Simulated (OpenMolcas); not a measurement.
**Eu²⁺ among point charges: CASSCF levels and susceptibility**

Aim: the splitting of the states of Eu²⁺ in the field of 8 point charges, its lowest levels with spin-orbit coupling and its magnetic susceptibility.

Method: state-averaged CASSCF, spin-orbit coupling by RASSI with atomic mean-field integrals. Code: OpenMolcas 26.06.

### 1 What is computed

* Species: Eu²⁺ (europium, Z = 63, 61 electrons)
* Basis: ANO-RCC-VDZP [7s6p4d2f1g], 68 functions
* Scalar Hamiltonian: DKH2, point nucleus
* Inactive shells: 1s 2s 2p 3s 3p 3d 4s 4p 4d 5s 5p
* Active space: 7 electrons in 7 orbitals (4f)
* Some configurations of this space: 4f⁷
* Orbitals: optimised for the highest spin of each parity, averaged over all roots

The outer shells:

4f7
```
4f [↑ ][↑ ][↑ ][↑ ][↑ ][↑ ][↑ ]
```

The ion sits among 8 point charges of -2 e arranged as a hexagonal bipyramid (D6h), 2.66 Å from the ion, with the axial distance 2.554 Å.

Each step is its own input file, run in one work folder so that later steps find the files of earlier ones. Labels, J, g values, rates, χT and fits are worked out afterwards by a script from the matrices that RASSI stores. The input lists half of the charges; inversion (Group=XYZ) makes the rest.

### 2 Basis and integrals

The input, a.inp:

```
&GATEWAY
Coord
1

Eu 0.0 0.0 0.0
Basis=ANO-RCC-VDZP
Group=XYZ
NoMove
AngMom=0.0 0.0 0.0
AMFI
XField
4 Angstrom 0
2.660000 0.000000 0.000000 -2.000000
1.330000 2.303628 0.000000 -2.000000
1.330000 -2.303628 0.000000 -2.000000
0.000000 0.000000 2.553600 -2.000000
&SEWARD
```

Started as:

```sh
OMP_NUM_THREADS=1 MOLCAS_MEM=2252 MOLCAS_PROJECT=a pymolcas a.inp > a.log
```

### 3 Reference wave functions, octets of odd parity, 1 root

The input, a.inp:

```
&RASSCF
FileOrb=start.orb
Symmetry=2
Spin=8
nActEl=7 0 0
Inactive=15 12
Ras2=0 7
CIRoot=1 1 1
SDav=1
CIMx=300
Iter=120 100
PrWF=0.3
OrbListing=Nothing
MaxOrb=0
>>> COPY $Project.JobIph JOB001
```

start.orb holds the contracted functions of the basis, ordered by shell, or the orbitals of the step before.

### 4 Reference wave functions, sextets of odd parity, 48 roots

The input, a.inp:

```
&RASSCF
FileOrb=start.orb
Symmetry=2
Spin=6
nActEl=7 0 0
Inactive=15 12
Ras2=0 7
CIRoot=48 48 1
SDav=48
CIMx=300
Iter=120 100
PrWF=0.3
OrbListing=Nothing
MaxOrb=0
CIOnly
>>> COPY $Project.JobIph JOB002
```

### 5 RASSI: spin-orbit coupling between the states

The input, a.inp:

```
&RASSI
NrOfJobIphs=2 1 21
1
1 2 3 4 5 6 7 8 9 10 11 12 13 14 15 16 17 18 19 20 21
IphNames
JOB001
JOB002
EJob
SpinOrbit
DIPRint=1.0
SOCoupling=1000.0
Subsets=2
Property=9
'ANGMOM' 1 'ANGMOM' 2 'ANGMOM' 3 'MLTPL  1' 1 'MLTPL  1' 2 'MLTPL  1' 3
'AMFI' 1 'AMFI' 2 'AMFI' 3
SOProperty=3
'ANGMOM' 1 'ANGMOM' 2 'ANGMOM' 3
```

Q: Predict the outcome of this session. Wanted: spin-free ground state; lowest level; next level.

**Answer**, as computed:

| quantity | value |
| --- | --- |
| method | CASSCF |
| spin-free ground state | octet, 1-fold in its orbital part |
| lowest level | 2-fold, g = 2.00, 7.99, 7.99 |
| next level | 0.6 cm⁻¹ |
| χT at 300 K | 7.86 cm³ K/mol |
| effective moment at 300 K | 7.93 μB |

**Reading.** The spin-free ground state (octet) comes to 100 % from free-ion S terms and keeps the highest spin of the shell. The sextets rest on orbitals optimised for another spin in at least one step, which raises them against the optimised states. Not all states of the active space went into the spin-orbit step. Terms of lower spin are left out of the spin-orbit mixing, so the small splitting that they give the half-filled shell's ground term is missing or unsound. High states of lower spin are left out of the spin-orbit mixing, and CASSCF puts spin-flip levels too high. This is an electrostatic model: the charges have no orbitals.
